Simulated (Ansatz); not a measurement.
# O: one contact scaled

The task here is to estimate one member of a computed series from the others.

Computed with Ansatz 0.2.0 (DFT PBEsol, with the methods named in each step, unless a step's input says otherwise).

## The starting structure

The structure is hexagonal, space group P6_3/mmc (No. 194). The conventional cell has a = 2.503 Å, b = 2.503 Å, c = 4.055 Å, α = 90.00°, β = 90.00°, γ = 120.00°. O (site symmetry -6m2) is surrounded by 12 O at 2.49 to 2.50 Å.

Coordinates:

```
CELL_PARAMETERS angstrom
2.50299 0.00000 0.00000
-1.25149 2.16765 0.00000
0.00000 0.00000 4.05484
ATOMIC_POSITIONS crystal
O 0.33333 0.66667 0.25000
O 0.66667 0.33333 0.75000
```

Atoms are numbered in the order of the input: O1, O2.

Set-up of the first run:

The input, input.yaml:

```yaml
crystal:
  lattice:
    - [2.5029894065, 0.0, 0.0]
    - [-1.2514947032, 2.1676524114, 0.0]
    - [0.0, 0.0, 4.0548428385]
  atoms:
    - { symbol: O, position: [0.3333333333, 0.6666666667, 0.25] }
    - { symbol: O, position: [0.6666666667, 0.3333333333, 0.75] }
kpoints:
  mp_grid: { grid: [14, 14, 8] }
scf:
  occupations: { method: fermi_dirac, width: 0.05 }
hamiltonian:
  xc: pbesol
  pseudopotentials: { kind: all_electron, lapw: { basis_error: 0.001 } }
output:
  forces: true
  stress: true
  eigenvalues: true
  populations: true
```

The run is started by

```bash
$ ansatz run input.yaml --threads 1 --pin off --max-ram 2048MiB --backend cpu --events-out ev --progress --plain --runs-dir out
```

Steps of the session up to this table: The bond as given, LAPW; Shortest bond scaled by 1, crystal datasets; Shortest bond scaled by 1.1, LAPW; Shortest bond scaled by 0.94, LAPW; Shortest bond scaled by 0.7, LAPW; Shortest bond scaled by 0.58, LAPW; Shortest bond scaled by 0.58, crystal datasets.

One of the session's tables, all rows but one given; the rest of the session is left out.

| method | length (Å) | force along the bond (eV/Å) | pressure (GPa) | largest force (eV/Å) |
| --- | --- | --- | --- | --- |
| LAPW | 1.444 | -7.425 | -12.43 | 7.425 |
| LAPW | 1.743 | ? | ? | ? |
| LAPW | 2.340 | -0.813 | -26.21 | 0.840 |
| LAPW | 2.490 | 0.000 | -26.28 | 0.000 |
| LAPW | 2.739 | 1.263 | -26.09 | 1.350 |
| PAW | 1.444 | -7.457 | -12.54 | 7.457 |
| PAW | 1.743 | -4.962 | -22.26 | 4.972 |
| PAW | 2.340 | -0.811 | -26.25 | 0.838 |
| PAW | 2.490 | 0.000 | -26.34 | 0.000 |
| PAW | 2.739 | 1.260 | -26.10 | 1.346 |
| PAW (cutoff 600 eV) | 1.444 | -7.457 | -12.53 | 7.457 |
| crystal datasets | 1.444 | -7.423 | -12.42 | 7.423 |
| crystal datasets | 2.490 | 0.000 | -26.27 | 0.000 |

**Question.** Estimate the row for LAPW, 1.743.

**Answer.** force along the bond (eV/Å): -4.966; pressure (GPa): -22.27; largest force (eV/Å): 4.975. In the column «force along the bond (eV/Å)» it lies between crystal datasets, 1.444 (-7.423) and PAW, 1.743 (-4.962).

To keep in mind: Warnings in the runs' records: crystal datasets made.
